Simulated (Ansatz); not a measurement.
# AsGeH₆Sb: up Jacob's ladder to CCSD(T)

How much do the methods differ for AsGeH₆Sb? The plan is to run it at one geometry with functionals of several rungs and with coupled cluster, and see how far each lands from CCSD(T) at the basis-set limit for the atomisation energy.

Method: functionals in def2-TZVPP, the program's frozen cores in correlated methods; program: Ansatz 0.2.0, Gaussian basis.

Levels to be run: LDA (SPW92), PBE-D4, revPBE-D4, BLYP-D4, r2SCAN-D4, B97M-V, PBE0-D4, B3LYP-D4, r2SCANh-D4, r2SCAN0-D4, HSE06-D4, BHLYP-D4, CAM-B3LYP-D4, LC-ωPBE, ωB97X-V, ωB97M-V, B2PLYP, PBE-QIDH; CCSD(T)/def2-SVP; CCSD(T)/def2-TZVPP; MP2/def2-QZVPP; extrapolation to the limit; RPA on PBE.

### 1 Structure used throughout

All runs share one geometry, relaxed beforehand with PBE0-D4 in a triple-zeta def2 set. Sb takes the def2 core potential; no spin-orbit term is included.

SMILES `[GeH3][AsH][SbH2]`, 9 atoms, charge 0, spin multiplicity 1.

Atoms are counted from 1 here; the program's logs count them from 0.

Bond lengths: Ge1–As2 2.423 Å, Ge1–H4 1.538 Å, Ge1–H5 1.538 Å, Ge1–H6 1.540 Å, As2–Sb3 2.643 Å, As2–H7 1.522 Å, Sb3–H8 1.709 Å, Sb3–H9 1.708 Å. Angles: As2–Ge1–H4 107.9°, As2–Ge1–H5 109.0°, As2–Ge1–H6 112.7°, H4–Ge1–H5 109.2°, H4–Ge1–H6 108.8°, H5–Ge1–H6 109.2°, Ge1–As2–Sb3 93.5°, Ge1–As2–H7 92.7°, Sb3–As2–H7 94.7°, As2–Sb3–H8 91.9°, As2–Sb3–H9 95.0°, H8–Sb3–H9 91.4°.

### 2 LDA

This LDA is Slater exchange with PW92 correlation.

in.yaml reads:

```yaml
crystal:
  periodic: [false, false, false]
  atoms:
    - {symbol: Ge, position_ang: [-0.770429, 1.140603, -0.922317]}
    - {symbol: As, position_ang: [0.712820, -0.774752, -0.987006]}
    - {symbol: Sb, position_ang: [-0.171787, -1.739406, 1.308817]}
    - {symbol: H, position_ang: [-2.177305, 0.662850, -1.318648]}
    - {symbol: H, position_ang: [-0.285180, 2.183656, -1.942685]}
    - {symbol: H, position_ang: [-0.841048, 1.791890, 0.471107]}
    - {symbol: H, position_ang: [1.861251, 0.004077, -0.360816]}
    - {symbol: H, position_ang: [1.182142, -2.771097, 1.462796]}
    - {symbol: H, position_ang: [0.577937, -0.544222, 2.271752]}
basis:
  gaussian: {orbitals: def2-TZVPP}
hamiltonian: {xc: lda}
output: {orbitals: {seedname: orbitals}}
```

The runs that follow: PBE-D4 (GGA); revPBE-D4 (GGA); BLYP-D4 (GGA); r2SCAN-D4 (meta-GGA); B97M-V (meta-GGA); PBE0-D4 (hybrid); B3LYP-D4 (hybrid); r2SCANh-D4 (hybrid); r2SCAN0-D4 (hybrid); HSE06-D4 (hybrid); BHLYP-D4 (hybrid); CAM-B3LYP-D4 (range-separated); LC-ωPBE (range-separated); ωB97X-V (range-separated); ωB97M-V (range-separated); B2PLYP (double hybrid); PBE-QIDH (double hybrid); CCSD(T) in def2-SVP; CCSD(T) in def2-TZVPP; MP2 in def2-QZVPP; RPA on PBE orbitals.

Q: Predict the results of all the runs planned. Wanted: atomisation energy, CCSD(T)/CBS; farthest beyond LDA; mean size of error, GGA; mean size of error, meta-GGA; mean size of error, hybrid; mean size of error, range-separated; mean size of error, double hybrid; gap, smallest and largest; T1 diagnostic.

**Answer**, as computed:

```
                               quantity                                               value
        atomisation energy, CCSD(T)/CBS                                       2147.3 kJ/mol
 functionals within 21.5 kJ/mol (1.0 %)  PBE-D4, BLYP-D4, r2SCAN-D4, B3LYP-D4, CAM-B3LYP-D4
                    farthest beyond LDA                              LC-ωPBE (-91.5 kJ/mol)
                mean size of error, GGA                                         27.0 kJ/mol
           mean size of error, meta-GGA                                         25.0 kJ/mol
             mean size of error, hybrid                                         35.2 kJ/mol
    mean size of error, range-separated                                         39.4 kJ/mol
      mean size of error, double hybrid                                         61.5 kJ/mol
              gap, smallest and largest           4.24 eV (LDA (SPW92)), 10.24 eV (LC-ωPBE)
                          T1 diagnostic                                              0.0125
triples share of the correlation energy                                               3.4 %
```

What this shows: LDA overbinds by 314.3 kJ/mol (15 %). PBE-D4 is off by -16.5 kJ/mol. Double hybrids carry the basis error of their MP2 part in triple zeta, and no dispersion term here, so their miss is partly the set-up's. By mean error the best rung here is meta-GGA (25.0 kJ/mol) and the worst beyond LDA is double hybrid (61.5 kJ/mol). The gap between the best rungs is small, so their order is not settled. The reference freezes the cores and leaves out spin-orbit coupling and excitations past (T), and its outer-core shells are covered unevenly, so misses under about 21.5 kJ/mol can't be ranked. All levels share the lack of spin-orbit coupling, which lowers the free heavy atoms and so the true binding. Hartree-Fock recovers 65 % of the binding; the rest is correlation. CCSD(T) in def2-SVP is off by -219.3 kJ/mol, which most functionals beat. The gap grows from 4.2 to 10.2 eV across the functionals, mostly with the share of exact exchange. Correlated methods include outer-core shells of As, Ge, Sb, which these sets cover unevenly.
